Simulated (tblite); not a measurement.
# C7H13OPSi: the cost of one run

The runs use tblite 0.8.0 and PySCF 2.14.0, with density-fitted response routines of our own; the level of theory stands in each step. All values are computed, except where a source is named. Atoms are numbered from 0 throughout.

## Step 1: The starting structure

23 atoms, charge 0, multiplicity 1; geometry from: force field or distance geometry start.

Bonds of the start (Å): C0–C1 1.53, C1–O2 1.26, O2–C3 1.29, C3–Si4 1.88, Si4–C5 1.86, Si4–C6 1.87, Si4–C7 1.86, C3–C8 1.35, C8–P9 1.88, P9–C1 1.81, C0–H10 1.09, C0–H11 1.12, C0–H12 1.11, C5–H13 1.12, C5–H14 1.12, C5–H15 1.10, C6–H16 1.12, C6–H17 1.11, C6–H18 1.11, C7–H19 1.12, C7–H20 1.10, C7–H21 1.11, C8–H22 1.09.

## Step 2: Relaxing the molecule with GFN2-xTB

The job: settings as JSON, then the geometry in Å.

```
{"job": {"kind": "relax", "xc": "GFN2-xTB", "basis": "xTB"}, "charge": 0, "multiplicity": 1}
C      3.922100    -0.192100    -0.029300
C      2.580500     0.484700    -0.298100
O      1.473900    -0.047000    -0.011100
C      0.366900     0.568800    -0.261100
Si    -1.298700    -0.199100     0.153000
C     -1.100400    -1.366500     1.584900
C     -1.770600    -1.176400    -1.373800
C     -2.478500     1.188000     0.524700
C      0.457200     1.799800    -0.816700
P      2.301800     2.121500    -1.018900
H      4.590800    -0.028900    -0.878900
H      3.764600    -1.279600     0.167700
H      4.324100     0.258400     0.901800
H     -0.180700    -1.973100     1.370900
H     -0.897900    -0.826200     2.548900
H     -1.954200    -2.047700     1.693800
H     -1.297100    -2.195200    -1.329600
H     -1.300600    -0.672400    -2.242100
H     -2.869500    -1.239400    -1.489500
H     -3.423400     1.086500    -0.062500
H     -2.041700     2.179800     0.359400
H     -2.795400     1.131000     1.584900
H     -0.378000     2.452100    -1.068400
```

Launch:

```sh
$ OMP_NUM_THREADS=1 python probes_run.py task.json out
```

This one command runs all jobs of the session in turn.

**Question.** How long does this first job take on 1 thread of Arm Neoverse V1, shared host?

About 1.9 s.
